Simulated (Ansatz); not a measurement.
# CH₈GeO (built from SMILES C[O][GeH3].[H][H]): search for a transition state, part 2 of 2

Ansatz 0.2.0, Gaussian basis; PBE0-D4. Earlier steps stand in the parts before.

## (7) Relaxing after a step of 0.30 Å one way along the mode

downa/in.yaml reads:

```yaml
crystal:
  periodic: [false, false, false]
  atoms:
    - {symbol: Ge, position_ang: [-0.294677, 1.362170, 0.542924]}
    - {symbol: O, position_ang: [0.631121, -0.174550, -0.549364]}
    - {symbol: C, position_ang: [0.021698, -1.463648, -0.720328]}
    - {symbol: H, position_ang: [-1.478625, 1.121722, -0.512823]}
    - {symbol: H, position_ang: [0.143975, 2.780596, 0.320368]}
    - {symbol: H, position_ang: [-0.971344, 0.975127, 1.881726]}
    - {symbol: H, position_ang: [1.154841, -0.155072, 0.166784]}
    - {symbol: H, position_ang: [1.261433, 0.890121, 1.175377]}
    - {symbol: H, position_ang: [-0.976125, -1.306259, -1.146903]}
    - {symbol: H, position_ang: [-0.109656, -1.967398, 0.245567]}
    - {symbol: H, position_ang: [0.617359, -2.062812, -1.403427]}
basis:
  gaussian: {orbitals: def2-TZVP}
hamiltonian: {xc: pbe0, dispersion: d4}
relax: {f_tol: 0.005, max_steps: 200}
```

Started as:

```sh
$ ansatz run in.yaml --threads 4 --pin off --events-out ev --progress --plain --max-ram 9574MiB
```

Output:

```text
Functional definition: PBE0
  name "PBE0"
  cite "Adamo & Barone, J. Chem. Phys. 110, 6158 (1999) doi:10.1063/1.478522"
  cite "Perdew, Burke & Ernzerhof, Phys. Rev. Lett. 77, 3865 (1996) doi:10.1103/PhysRevLett.77.3865"
  parent pbe
  parameter a = 0.25
  parameter kappa = 0.804
  parameter beta = 0.06672455060314922
  exchange = (1 - a)*pbe_x(kappa = kappa, mu = beta*pi^2/3) + a*exact_x
  correlation = pbe_c(beta = beta)
1084 factors; their error is unknown
mean field evaluation 1: about -59716.3408 eV, gradient 4.8e1 eV
mean field evaluation 2: about -59712.7542 eV, gradient 6.5e1 eV
mean field evaluation 4: about -59720.2182 eV, gradient 2.9e0 eV
mean field evaluation 8: about -59720.2336 eV, gradient 4.7e-2 eV
mean field evaluation 16: about -59720.4995 eV, gradient 4.8e-5 eV
mean field -59720.49948676 eV, -2194.6878761300 hartree, gradient 4.8e-5 eV, S^2 0.000000; 0 other end points of the search recorded, 0 dependent functions left out
the calculation of the forces begins
reference -59720.49951639 eV, -2194.6878772190 hartree; 27, 27 occupied and 131, 131 virtual orbitals, 1084 factors
relax step   1: F+E_penalty+E_count = -59720.63862887 eV  Δ(F+E_penalty+E_count) = +0.000e0 eV  max|allowed force component| = 5.276e0 eV/Å  Δτ_max = 0.0000 Å  (26 SCF iters, accepted)
these checks for a lower state are left out or cut short: starts, cluster_reference, orbital_swaps, neighbouring_geometries, increment
1084 factors; their error is unknown
mean field -59721.14924684 eV, -2194.7117543724 hartree, gradient 2.1e-5 eV, S^2 0.000000; 0 other end points of the search recorded, 0 dependent functions left out
the calculation of the forces begins
reference -59721.14927696 eV, -2194.7117554794 hartree; 27, 27 occupied and 131, 131 virtual orbitals, 1084 factors
relax step   2: F+E_penalty+E_count = -59721.28483491 eV  Δ(F+E_penalty+E_count) = -6.462e-1 eV  max|allowed force component| = 9.037e-1 eV/Å  Δτ_max = 0.1963 Å  (35 SCF iters, accepted)
these checks for a lower state are left out or cut short: starts, cluster_reference, orbital_swaps, neighbouring_geometries, increment
1084 factors; their error is unknown
mean field -59721.51482973 eV, -2194.7251892960 hartree, gradient 1.4e-5 eV, S^2 0.000000; 0 other end points of the search recorded, 0 dependent functions left out
the calculation of the forces begins
reference -59721.51486026 eV, -2194.7251904180 hartree; 27, 27 occupied and 131, 131 virtual orbitals, 1084 factors
relax step   3: F+E_penalty+E_count = -59721.64751990 eV  Δ(F+E_penalty+E_count) = -3.627e-1 eV  max|allowed force component| = 1.258e0 eV/Å  Δτ_max = 0.1940 Å  (29 SCF iters, accepted)
[... from here on, the SCF cycles and remarks between the steps are left out ...]
relax step   4: F+E_penalty+E_count = -59722.09629422 eV  Δ(F+E_penalty+E_count) = -4.488e-1 eV  max|allowed force component| = 9.742e-1 eV/Å  Δτ_max = 0.1961 Å  (36 SCF iters, accepted)
relax step   5: F+E_penalty+E_count = -59722.35385707 eV  Δ(F+E_penalty+E_count) = -2.576e-1 eV  max|allowed force component| = 5.101e-1 eV/Å  Δτ_max = 0.1948 Å  (29 SCF iters, accepted)
relax step   6: F+E_penalty+E_count = -59722.43925191 eV  Δ(F+E_penalty+E_count) = -8.539e-2 eV  max|allowed force component| = 1.967e-1 eV/Å  Δτ_max = 0.1995 Å  (28 SCF iters, accepted)
relax step   7: F+E_penalty+E_count = -59722.45324674 eV  Δ(F+E_penalty+E_count) = -1.399e-2 eV  max|allowed force component| = 5.577e-1 eV/Å  Δτ_max = 0.2000 Å  (29 SCF iters, accepted)
relax step   8: F+E_penalty+E_count = -59722.45818184 eV  Δ(F+E_penalty+E_count) = -4.935e-3 eV  max|allowed force component| = 4.447e-1 eV/Å  Δτ_max = 0.1472 Å  (28 SCF iters, accepted)
relax step   9: F+E_penalty+E_count = -59722.46233579 eV  Δ(F+E_penalty+E_count) = -4.154e-3 eV  max|allowed force component| = 3.840e-1 eV/Å  Δτ_max = 0.1226 Å  (29 SCF iters, accepted)
relax step  10: F+E_penalty+E_count = -59722.47193981 eV  Δ(F+E_penalty+E_count) = -9.604e-3 eV  max|allowed force component| = 1.157e-1 eV/Å  Δτ_max = 0.1318 Å  (27 SCF iters, accepted)
relax step  11: F+E_penalty+E_count = -59722.47283197 eV  Δ(F+E_penalty+E_count) = -8.922e-4 eV  max|allowed force component| = 1.181e-1 eV/Å  Δτ_max = 0.0390 Å  (30 SCF iters, accepted)
relax step  12: F+E_penalty+E_count = -59722.47041328 eV  Δ(F+E_penalty+E_count) = +2.419e-3 eV  max|allowed force component| = 3.764e-1 eV/Å  Δτ_max = 0.1961 Å  (28 SCF iters, rejected (line search))
relax step  13: F+E_penalty+E_count = -59722.47680647 eV  Δ(F+E_penalty+E_count) = -3.974e-3 eV  max|allowed force component| = 4.364e-2 eV/Å  Δτ_max = 0.0969 Å  (30 SCF iters, accepted)
relax step  14: F+E_penalty+E_count = -59722.47972115 eV  Δ(F+E_penalty+E_count) = -2.915e-3 eV  max|allowed force component| = 7.537e-2 eV/Å  Δτ_max = 0.0976 Å  (30 SCF iters, accepted)
relax step  15: F+E_penalty+E_count = -59722.47844147 eV  Δ(F+E_penalty+E_count) = +1.280e-3 eV  max|allowed force component| = 2.508e-1 eV/Å  Δτ_max = 0.1463 Å  (29 SCF iters, rejected (line search))
relax step  16: F+E_penalty+E_count = -59722.48009652 eV  Δ(F+E_penalty+E_count) = -3.754e-4 eV  max|allowed force component| = 1.883e-1 eV/Å  Δτ_max = 0.0731 Å  (29 SCF iters, accepted)
relax step  17: F+E_penalty+E_count = -59722.48460150 eV  Δ(F+E_penalty+E_count) = -4.505e-3 eV  max|allowed force component| = 5.979e-2 eV/Å  Δτ_max = 0.0728 Å  (28 SCF iters, accepted)
relax step  18: F+E_penalty+E_count = -59722.48746315 eV  Δ(F+E_penalty+E_count) = -2.862e-3 eV  max|allowed force component| = 9.248e-2 eV/Å  Δτ_max = 0.1098 Å  (29 SCF iters, accepted)
relax step  19: F+E_penalty+E_count = -59722.48862020 eV  Δ(F+E_penalty+E_count) = -1.157e-3 eV  max|allowed force component| = 2.257e-1 eV/Å  Δτ_max = 0.1533 Å  (28 SCF iters, accepted)
relax step  20: F+E_penalty+E_count = -59722.49373575 eV  Δ(F+E_penalty+E_count) = -5.116e-3 eV  max|allowed force component| = 1.209e-1 eV/Å  Δτ_max = 0.0376 Å  (28 SCF iters, accepted)
relax step  21: F+E_penalty+E_count = -59722.50233279 eV  Δ(F+E_penalty+E_count) = -8.597e-3 eV  max|allowed force component| = 6.977e-2 eV/Å  Δτ_max = 0.1638 Å  (27 SCF iters, accepted)
relax step  22: F+E_penalty+E_count = -59722.50880595 eV  Δ(F+E_penalty+E_count) = -6.473e-3 eV  max|allowed force component| = 1.256e-1 eV/Å  Δτ_max = 0.1955 Å  (27 SCF iters, accepted)
relax step  23: F+E_penalty+E_count = -59722.51159574 eV  Δ(F+E_penalty+E_count) = -2.790e-3 eV  max|allowed force component| = 2.083e-1 eV/Å  Δτ_max = 0.1353 Å  (29 SCF iters, accepted)
relax step  24: F+E_penalty+E_count = -59722.51649795 eV  Δ(F+E_penalty+E_count) = -4.902e-3 eV  max|allowed force component| = 1.264e-1 eV/Å  Δτ_max = 0.0425 Å  (29 SCF iters, accepted)
relax step  25: F+E_penalty+E_count = -59722.51822384 eV  Δ(F+E_penalty+E_count) = -1.726e-3 eV  max|allowed force component| = 7.359e-2 eV/Å  Δτ_max = 0.0480 Å  (28 SCF iters, accepted)
relax step  26: F+E_penalty+E_count = -59722.51925692 eV  Δ(F+E_penalty+E_count) = -1.033e-3 eV  max|allowed force component| = 1.308e-2 eV/Å  Δτ_max = 0.0309 Å  (29 SCF iters, accepted)
relax step  27: F+E_penalty+E_count = -59722.51951766 eV  Δ(F+E_penalty+E_count) = -2.607e-4 eV  max|allowed force component| = 2.889e-2 eV/Å  Δτ_max = 0.0376 Å  (29 SCF iters, accepted)
relax step  28: F+E_penalty+E_count = -59722.51964634 eV  Δ(F+E_penalty+E_count) = -1.287e-4 eV  max|allowed force component| = 4.127e-2 eV/Å  Δτ_max = 0.0299 Å  (29 SCF iters, accepted)
relax step  29: F+E_penalty+E_count = -59722.51976781 eV  Δ(F+E_penalty+E_count) = -1.215e-4 eV  max|allowed force component| = 4.351e-2 eV/Å  Δτ_max = 0.0319 Å  (29 SCF iters, accepted)
relax step  30: F+E_penalty+E_count = -59722.51990853 eV  Δ(F+E_penalty+E_count) = -1.407e-4 eV  max|allowed force component| = 3.091e-2 eV/Å  Δτ_max = 0.0224 Å  (29 SCF iters, accepted)
relax step  31: F+E_penalty+E_count = -59722.52002912 eV  Δ(F+E_penalty+E_count) = -1.206e-4 eV  max|allowed force component| = 1.779e-2 eV/Å  Δτ_max = 0.0403 Å  (29 SCF iters, accepted)
relax step  32: F+E_penalty+E_count = -59722.52005064 eV  Δ(F+E_penalty+E_count) = -2.151e-5 eV  max|allowed force component| = 2.483e-2 eV/Å  Δτ_max = 0.0379 Å  (29 SCF iters, accepted)
relax step  33: F+E_penalty+E_count = -59722.52010559 eV  Δ(F+E_penalty+E_count) = -5.496e-5 eV  max|allowed force component| = 1.497e-2 eV/Å  Δτ_max = 0.0062 Å  (31 SCF iters, accepted)
relax step  34: F+E_penalty+E_count = -59722.52009342 eV  Δ(F+E_penalty+E_count) = +1.217e-5 eV  max|allowed force component| = 2.626e-2 eV/Å  Δτ_max = 0.0098 Å  (31 SCF iters, rejected (line search))
relax step  35: F+E_penalty+E_count = -59722.52013326 eV  Δ(F+E_penalty+E_count) = -2.766e-5 eV  max|allowed force component| = 3.303e-3 eV/Å  Δτ_max = 0.0047 Å  (30 SCF iters, accepted)
relax step  36: F+E_penalty+E_count = -59722.52016314 eV  Δ(F+E_penalty+E_count) = -2.988e-5 eV  max|allowed force component| = 1.144e-2 eV/Å  Δτ_max = 0.0163 Å  (30 SCF iters, accepted)
relax step  37: F+E_penalty+E_count = -59722.52019786 eV  Δ(F+E_penalty+E_count) = -3.472e-5 eV  max|allowed force component| = 2.497e-2 eV/Å  Δτ_max = 0.0448 Å  (28 SCF iters, accepted)
relax step  38: F+E_penalty+E_count = -59722.52023988 eV  Δ(F+E_penalty+E_count) = -4.201e-5 eV  max|allowed force component| = 1.174e-2 eV/Å  Δτ_max = 0.0050 Å  (31 SCF iters, accepted)
relax step  39: F+E_penalty+E_count = -59722.52027811 eV  Δ(F+E_penalty+E_count) = -3.823e-5 eV  max|allowed force component| = 4.110e-3 eV/Å  Δτ_max = 0.0115 Å  (31 SCF iters, accepted)
relax step  40: F+E_penalty+E_count = -59722.52031071 eV  Δ(F+E_penalty+E_count) = -3.260e-5 eV  max|allowed force component| = 1.230e-2 eV/Å  Δτ_max = 0.0348 Å  (30 SCF iters, accepted)
relax step  41: F+E_penalty+E_count = -59722.52032374 eV  Δ(F+E_penalty+E_count) = -1.303e-5 eV  max|allowed force component| = 1.110e-2 eV/Å  Δτ_max = 0.0100 Å  (31 SCF iters, accepted)
relax step  42: F+E_penalty+E_count = -59722.52033173 eV  Δ(F+E_penalty+E_count) = -7.991e-6 eV  max|allowed force component| = 7.569e-3 eV/Å  Δτ_max = 0.0085 Å  (31 SCF iters, accepted)
relax step  43: F+E_penalty+E_count = -59722.52033542 eV  Δ(F+E_penalty+E_count) = -3.695e-6 eV  max|allowed force component| = 4.364e-3 eV/Å  Δτ_max = 0.0088 Å  (31 SCF iters, accepted)
these checks for a lower state are left out or cut short: starts, cluster_reference, orbital_swaps, neighbouring_geometries, increment
1084 factors; their error is unknown
mean field -59722.40095741 eV, -2194.7577538875 hartree, gradient 1.6e-5 eV, S^2 0.000000; 0 other end points of the search recorded, 0 dependent functions left out
the calculation of the forces begins
reference -59722.40098990 eV, -2194.7577550814 hartree; 27, 27 occupied and 131, 131 virtual orbitals, 1084 factors
relax step  44: F+E_penalty+E_count = -59722.52033757 eV  Δ(F+E_penalty+E_count) = -2.148e-6 eV  max|allowed force component| = 2.256e-3 eV/Å  Δτ_max = 0.0072 Å  (31 SCF iters, accepted)
1084 factors; their error is unknown
mean field evaluation 320: about -59722.1337 eV, gradient 3.6e-1 eV
mean field -59722.40095741 eV, -2194.7577538875 hartree, gradient 1.6e-5 eV, S^2 0.000000; 1 other end points of the search recorded, 0 dependent functions left out
the calculation of the forces begins
reference -59722.40098990 eV, -2194.7577550814 hartree; 27, 27 occupied and 131, 131 virtual orbitals, 1084 factors
Total energy: -59722.52037006 eV, -2194.7621422215 hartree
Atom 0 at    -0.550707     1.617168     1.032078 Å, force     0.000057    -0.000876    -0.001409 eV/Å
Atom 1 at     0.833913    -0.346424    -1.067741 Å, force    -0.000209    -0.001265     0.000158 eV/Å
Atom 2 at     0.200305    -1.594668    -0.893629 Å, force    -0.000339     0.001796     0.000592 eV/Å
Atom 3 at    -1.634530     1.049404     0.109793 Å, force    -0.000018     0.000034     0.000356 eV/Å
Atom 4 at     0.461620     2.446396     0.235374 Å, force    -0.000055     0.000106     0.000598 eV/Å
Atom 5 at    -1.218215     2.523796     2.083210 Å, force     0.000342    -0.000037     0.000220 eV/Å
Atom 6 at     1.718322    -0.398021    -0.698812 Å, force    -0.000782    -0.000168     0.000134 eV/Å
Atom 7 at     0.163003     0.475789     1.771606 Å, force    -0.000368     0.000833     0.000227 eV/Å
Atom 8 at    -0.795696    -1.509994    -1.328909 Å, force     0.001547    -0.000308     0.001103 eV/Å
Atom 9 at     0.089744    -1.859930     0.164963 Å, force     0.000299     0.000048    -0.002256 eV/Å
Atom 10 at     0.732242    -2.403520    -1.408030 Å, force    -0.000475    -0.000162     0.000278 eV/Å
Dipole moment:     0.190468    -0.322788     0.057367 e Å
```

Run time: 83 s. Hardware: 4 threads of Arm Neoverse V1, shared host.

The steps of the relaxation: (not every step is listed)

```
step  energy from step 1 (eV)  largest force component (eV/Å)
   1                   0.0000                          5.2763
   2                  -0.6462                          0.9037
   3                  -1.0089                          1.2582
   4                  -1.4577                          0.9742
   5                  -1.7152                          0.5101
   6                  -1.8006                          0.1967
   7                  -1.8146                          0.5577
   8                  -1.8196                          0.4447
   9                  -1.8237                          0.3840
  12                  -1.8318                          0.3764
  15                  -1.8398                          0.2508
  18                  -1.8488                          0.0925
  21                  -1.8637                          0.0698
  24                  -1.8779                          0.1264
  27                  -1.8809                          0.0289
  30                  -1.8813                          0.0309
  33                  -1.8815                          0.0150
  36                  -1.8815                          0.0114
  39                  -1.8816                          0.0041
  40                  -1.8817                          0.0123
  41                  -1.8817                          0.0111
  42                  -1.8817                          0.0076
  43                  -1.8817                          0.0044
  44                  -1.8817                          0.0023
```

Distances of close pairs at the start and the end, largest changes first:

```
  bond  before (Å)  after (Å)  change (Å)
Ge1–O2       2.100      3.191      +1.091
Ge1–H8       1.745      1.536      -0.209
 O2–H7       0.887      0.960      +0.072
Ge1–H4       1.604      1.532      -0.072
Ge1–H5       1.501      1.532      +0.031
 O2–C3       1.436      1.411      -0.025
C3–H11       1.086      1.096      +0.010
Ge1–H6       1.549      1.540      -0.009
```

## (8) Relaxing after a step of 0.30 Å the other way along the mode

downb/in.yaml reads:

```yaml
crystal:
  periodic: [false, false, false]
  atoms:
    - {symbol: Ge, position_ang: [-0.419327, 1.221331, 0.389404]}
    - {symbol: O, position_ang: [0.514005, -0.159447, -0.542170]}
    - {symbol: C, position_ang: [-0.053767, -1.427447, -0.720372]}
    - {symbol: H, position_ang: [-1.591385, 1.147628, -0.572981]}
    - {symbol: H, position_ang: [0.194789, 2.667705, 0.289552]}
    - {symbol: H, position_ang: [-0.902922, 0.932014, 1.816418]}
    - {symbol: H, position_ang: [1.356522, 0.274934, 0.533418]}
    - {symbol: H, position_ang: [1.463676, 0.674358, 1.150129]}
    - {symbol: H, position_ang: [-1.037577, -1.346708, -1.179488]}
    - {symbol: H, position_ang: [-0.114867, -1.974598, 0.225852]}
    - {symbol: H, position_ang: [0.590854, -2.009770, -1.389862]}
basis:
  gaussian: {orbitals: def2-TZVP}
hamiltonian: {xc: pbe0, dispersion: d4}
relax: {f_tol: 0.005, max_steps: 200}
```

Started as:

```sh
$ ansatz run in.yaml --threads 4 --pin off --events-out ev --progress --plain --max-ram 9574MiB
```

Output, shortened:

```text
[... 5 set-up lines as earlier in the session ...]
[...]
1084 factors; their error is unknown
[...]
mean field -59720.86952137 eV, -2194.7014746509 hartree, gradient 5.7e-5 eV, S^2 0.000000; 0 other end points of the search recorded, 0 dependent functions left out
[...]
Atom 7 at     3.346720    -0.075861     0.637739 Å, force    -0.002041     0.000520    -0.000384 eV/Å
Atom 8 at    -0.522928    -1.287419    -1.358773 Å, force     0.000090    -0.000133     0.000216 eV/Å
Atom 9 at    -0.807851    -1.711282     0.346172 Å, force     0.000120    -0.000002    -0.000010 eV/Å
Atom 10 at     0.826642    -1.811134    -0.334361 Å, force     0.000108    -0.000350    -0.000157 eV/Å
Dipole moment:    -0.274352    -0.040937    -0.056596 e Å
```

Wall time 2.2 min (4 threads of Arm Neoverse V1, shared host).

The steps of the relaxation: (not every step is listed) (the energy doesn't fall at every step)

```
step  energy from step 1 (eV)  largest force component (eV/Å)
   1                   0.0000                          2.1862
   2                  -0.5905                          1.3049
   3                  -1.0268                          1.3259
   4                  -1.2776                          0.3730
   5                  -1.3779                          0.2514
   6                  -1.4127                          0.1194
   7                  -1.4224                          0.0900
   8                  -1.3721                          0.5663
   9                  -1.4260                          0.0237
  14                  -1.4289                          0.0918
  19                  -1.4306                          0.0257
  24                  -1.4309                          0.0100
  29                  -1.4310                          0.0047
  34                  -1.4312                          0.0109
  39                  -1.4314                          0.0077
  44                  -1.4318                          0.0354
  49                  -1.4324                          0.0300
  54                  -1.4330                          0.0225
  59                  -1.4334                          0.0288
  62                  -1.4336                          0.0247
  63                  -1.4336                          0.0164
  64                  -1.4337                          0.0180
  65                  -1.4337                          0.0167
  66                  -1.4337                          0.0081
  67                  -1.4337                          0.0027
```

Close pairs (by a distance rule), those that changed most:

```
  bond  before (Å)  after (Å)  change (Å)
Ge1–O2       1.909      1.781      -0.129
Ge1–H5       1.575      1.530      -0.044
Ge1–H4       1.518      1.541      +0.023
 C3–H9       1.089      1.098      +0.010
Ge1–H6       1.534      1.541      +0.007
 H7–H8       0.743      0.749      +0.006
 O2–C3       1.401      1.406      +0.006
C3–H11       1.097      1.093      -0.004
```

## (9) What the saddle joins

```
  pair  start side (Å)  saddle (Å)  end side (Å)
Ge1–H8           4.705       1.924         1.536
 O2–H7           2.468       1.149         0.960
Ge1–O2           1.781       2.004         3.191
 H7–H8           0.749       1.092         3.047
```

## (10) What came out

What follows sums up all 2 parts.

| quantity | value |
| --- | --- |
| imaginary mode | 1306i cm⁻¹ |
| barrier from the start side | 175.0 kJ/mol |
| barrier from the end side | 182.1 kJ/mol |
| energy of the step | -7.1 kJ/mol |
| pairs that change | Ge1–H8 formed, O2–H7 formed, Ge1–O2 broken, H7–H8 broken |
| zero-point energy at the saddle | 2.131 eV |

**Reading.** The point has a single imaginary mode (1306i cm⁻¹), as a transition state must. Going downhill both ways gives the intended start and end. At PBE0-D4/def2-TZVP the electronic barrier is 175.0 kJ/mol, about 71 kT at 298 K, and the step runs 7.1 kJ/mol downhill. With so stiff a mode tunnelling counts: Wigner's rough correction is a factor of 2.7 at 298 K. Lower complexes than these ends may exist.
